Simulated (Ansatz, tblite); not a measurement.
# In9P9 wurtzite bond sphere (In9P9H26): one state, many levels

How do method and basis change the picture of In9P9 wurtzite bond sphere (In9P9H26) (singlet)?

The runs use Ansatz 0.2.0, Gaussian basis; as each input shows.

Plan: GFN1-xTB, GFN2-xTB, PBE-D4/def2-SVP, r2SCAN-D4/def2-SVP.

1 further run of the same task is left out (set aside as unsound or not needed).

## Step 1: The relaxed structure

The singlet was relaxed beforehand with PBE-D4/def2-SVP.

44 atoms, charge 0, spin multiplicity 1.

Bond lengths: P1–In2 2.595 Å, P1–In10 2.673 Å, P1–H19 1.431 Å, P1–H20 1.432 Å, In2–P3 2.692 Å, In2–P5 2.526 Å, In2–H21 1.733 Å, P3–In7 2.598 Å, P3–H22 1.431 Å, P3–H23 1.432 Å, In4–P5 2.685 Å, In4–P12 2.594 Å, In4–H24 1.750 Å, In4–H25 1.750 Å, P5–In6 2.526 Å, P5–In14 2.546 Å, In6–P8 2.692 Å, In6–P9 2.595 Å and more. Angles: In2–P1–In10 120.2°, In2–P1–H19 108.5°, In2–P1–H20 104.4°, In10–P1–H19 114.5°, In10–P1–H20 108.0°, H19–P1–H20 98.5°, P1–In2–P3 96.4°, P1–In2–P5 102.6°, P1–In2–H21 119.7°, P3–In2–P5 103.0°, P3–In2–H21 106.6°, P5–In2–H21 123.9°, In2–P3–In7 123.4°, In2–P3–H22 113.9°, In2–P3–H23 107.7°, In7–P3–H22 108.1°, In7–P3–H23 101.9°, H22–P3–H23 98.2° and more.

In takes a core potential in the def2 sets. No spin-orbit coupling is included.

PBE0-D4/def2-SVP was run before; its log isn't repeated, and its numbers join the tables.

## Step 2: GFN1-xTB

Tight binding, by tblite at 300 K electronic temperature and without a spin-polarisation term:

```python
tblite.interface.Calculator('GFN1-xTB', numbers, positions, charge=0, uhf=0).singlepoint()
```

Energy -1411.0669 eV, HOMO -9.26 eV, LUMO -6.17 eV; 0.28 s.

## Step 3: GFN2-xTB

Tight binding, by tblite at 300 K electronic temperature and without a spin-polarisation term:

```python
tblite.interface.Calculator('GFN2-xTB', numbers, positions, charge=0, uhf=0).singlepoint()
```

Energy -1278.1183 eV, HOMO -10.43 eV, LUMO -7.95 eV; 0.25 s.

## Step 4: PBE-D4/def2-SVP

start.molden holds the orbitals of an earlier run on this state, given as this run's starting guess.

in.yaml reads:

```yaml
crystal:
  periodic: [false, false, false]
  atoms:
    - {symbol: P, position_ang: [1.162329, -3.917257, -0.376644]}
    - {symbol: In, position_ang: [-1.231952, -3.061693, 0.142137]}
    - {symbol: P, position_ang: [-0.909896, -2.865867, 2.807916]}
    - {symbol: In, position_ang: [-1.202048, -0.696531, -3.304134]}
    - {symbol: P, position_ang: [-1.134688, -0.655554, -0.620641]}
    - {symbol: In, position_ang: [-3.267314, 0.465453, 0.138117]}
    - {symbol: In, position_ang: [-1.087804, -0.623446, 4.108449]}
    - {symbol: P, position_ang: [-2.941268, 0.647478, 2.804594]}
    - {symbol: P, position_ang: [-2.809630, 2.966640, -0.379503]}
    - {symbol: In, position_ang: [3.266081, -2.898809, 0.920909]}
    - {symbol: In, position_ang: [3.148933, -0.835604, -3.161699]}
    - {symbol: P, position_ang: [1.019946, 0.586352, -3.685066]}
    - {symbol: P, position_ang: [3.031528, -0.726936, -0.488176]}
    - {symbol: In, position_ang: [0.953466, 0.550571, 0.197030]}
    - {symbol: P, position_ang: [0.885766, 0.513336, 2.873456]}
    - {symbol: In, position_ang: [0.850384, 3.141436, -3.164911]}
    - {symbol: P, position_ang: [0.887577, 2.988082, -0.491228]}
    - {symbol: In, position_ang: [-0.875024, 4.277626, 0.918655]}
    - {symbol: H, position_ang: [1.131308, -5.346832, -0.427998]}
    - {symbol: H, position_ang: [1.336828, -3.658218, -1.773658]}
    - {symbol: H, position_ang: [-2.591875, -4.104072, -0.117527]}
    - {symbol: H, position_ang: [-1.611643, -3.867679, 3.551446]}
    - {symbol: H, position_ang: [0.425605, -3.281341, 3.116325]}
    - {symbol: H, position_ang: [-1.043869, -2.400921, -3.666179]}
    - {symbol: H, position_ang: [-2.598892, 0.292270, -3.667709]}
    - {symbol: H, position_ang: [-4.850017, -0.190259, -0.123580]}
    - {symbol: H, position_ang: [-1.175084, -0.672081, 5.835921]}
    - {symbol: H, position_ang: [-4.160816, 0.535620, 3.545615]}
    - {symbol: H, position_ang: [-2.638958, 2.012515, 3.114989]}
    - {symbol: H, position_ang: [-2.498713, 2.989386, -1.776644]}
    - {symbol: H, position_ang: [-4.063020, 3.654962, -0.429471]}
    - {symbol: H, position_ang: [4.659468, -3.840710, 0.494170]}
    - {symbol: H, position_ang: [2.649006, -2.652093, 2.544790]}
    - {symbol: H, position_ang: [2.755980, -2.512388, -3.478589]}
    - {symbol: H, position_ang: [4.615373, -0.006169, -3.598819]}
    - {symbol: H, position_ang: [1.068533, 0.613115, -5.120839]}
    - {symbol: H, position_ang: [4.048690, 0.162198, -0.007370]}
    - {symbol: H, position_ang: [2.087398, -0.052256, 3.402922]}
    - {symbol: H, position_ang: [1.004081, 1.835659, 3.403981]}
    - {symbol: H, position_ang: [-0.799164, 3.637230, -3.480642]}
    - {symbol: H, position_ang: [2.300313, 3.998413, -3.603856]}
    - {symbol: H, position_ang: [2.166609, 3.424080, -0.011319]}
    - {symbol: H, position_ang: [-0.970194, 3.618730, 2.542037]}
    - {symbol: H, position_ang: [-0.993343, 5.955582, 0.492775]}
basis:
  gaussian: {orbitals: def2-SVP, fitting: {mean_field: def2-universal-jkfit}, initial_orbitals: start.molden}
hamiltonian: {xc: pbe, dispersion: d4}
scf: {omitted_lower_state_checks: [starts]}
output: {orbitals: {seedname: orbitals}}
```

Command:

```
$ ansatz run in.yaml --threads 2 --pin off --events-out ev --progress --plain --max-ram 32768MiB --backend cuda --devices 0, --max-vram 18GiB
```

The runs that follow: r2SCAN-D4/def2-SVP.

Q: Predict the results of all the runs planned. Wanted: gap in def2-SVP, named functionals, smallest and largest; binding an atom, functionals in def2-SVP.

**Answer**, as computed:

| quantity | value |
| --- | --- |
| gap in def2-SVP, named functionals, smallest and largest | 3.18 eV (PBE-D4), 4.84 eV (PBE0-D4) |
| binding an atom, functionals in def2-SVP | 2.49 (PBE0-D4) to 2.50 eV (PBE-D4) |

Over the named functionals in def2-SVP the gap runs from 3.18 eV (PBE-D4) to 4.84 eV (PBE0-D4); exact exchange widens it.
